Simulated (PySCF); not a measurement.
# ZnSi (triplet): basis, grid and Hamiltonian

Aim: see how much the energy and properties of ZnSi (triplet) depend on the numerical set-up.

The runs use PySCF 2.14.0; method and basis as typed in the scripts.

## (1) Starting geometry

ZnSi (triplet): 2 atoms, charge 0, spin multiplicity 3.

Bond lengths: Zn1–Si2 2.305 Å.

## (2) The run that the others are compared with

File input.py:

```python
from pyscf import gto, dft
from pyscf.prop.polarizability import uhf as pol

mol = gto.M(
    atom='Zn 0 0 0; Si 0 0 2.305',
    basis='x2c-svpall',
    charge=0,
    spin=2,
    verbose=4,
)
mf = dft.UKS(mol, xc='pw91')
mf = mf.sfx2c1e()
mf.kernel()
print('polarizability (a.u.)')
print(pol.Polarizability(mf).polarizability().round(4))
mf.dip_moment()
print('orbital energies (hartree):', [e[max(0, n-3):n+3].round(4) for e, n in zip(mf.mo_energy, mol.nelec)])
```

The run is started by

```sh
> python input.py
```

The log of this run is left out.

In short: E(SCF) = -2085.661895 Eh, 12 cycles, ⟨S²⟩ = 2.011, μ = 2.23 D, α(xx, yy, zz) = 41.6, 41.6, 97.7 bohr³.

The bond length is a typed value, not an optimised one. The triplet is typed in the script; nothing here shows that it is the ground state.

## (3) Def2-svp (X2C off)

Run 1 changes basis set: x2c-svpall → def2-svp; spin-free X2C: on → off.

File input.py:

```python
from pyscf import gto, dft
from pyscf.prop.polarizability import uhf as pol

mol = gto.M(
    atom='Zn 0 0 0; Si 0 0 2.305',
    basis='def2-svp',
    charge=0,
    spin=2,
    verbose=4,
)
mf = dft.UKS(mol, xc='pw91')
mf.kernel()
print('polarizability (a.u.)')
print(pol.Polarizability(mf).polarizability().round(4))
mf.dip_moment()
print('orbital energies (hartree):', [e[max(0, n-3):n+3].round(4) for e, n in zip(mf.mo_energy, mol.nelec)])
```

The run is started by

```sh
> python input.py
```

## (4) Def2-svpd (X2C off)

Run 2 changes basis set: x2c-svpall → def2-svpd; spin-free X2C: on → off.

Edit input.py of step 2 so:

```diff
@@ -5,3 +5,3 @@
     atom='Zn 0 0 0; Si 0 0 2.305',
-    basis='x2c-svpall',
+    basis='def2-svpd',
     charge=0,
@@ -11,3 +11,2 @@
 mf = dft.UKS(mol, xc='pw91')
-mf = mf.sfx2c1e()
 mf.kernel()
```

What does the calculation give? Wanted: for each run, E(SCF); from base; gap, α spin; SCF dipole.

**Answer**, as computed:

```
                run  E(SCF) (hartree)  from base (eV)  cycles  gap, α spin (eV)  SCF dipole (D)  functions
               base      -2085.661895               0      12              0.88            2.23         54
 def2-svp (X2C off)      -2068.571479  not comparable      12              0.92            2.81         49
def2-svpd (X2C off)      -2068.582221  not comparable      12              0.96            2.19         58
```

What this shows: Total energies from different bases, Hamiltonians or methods carry different errors, so properties are taken as differences within one set-up.
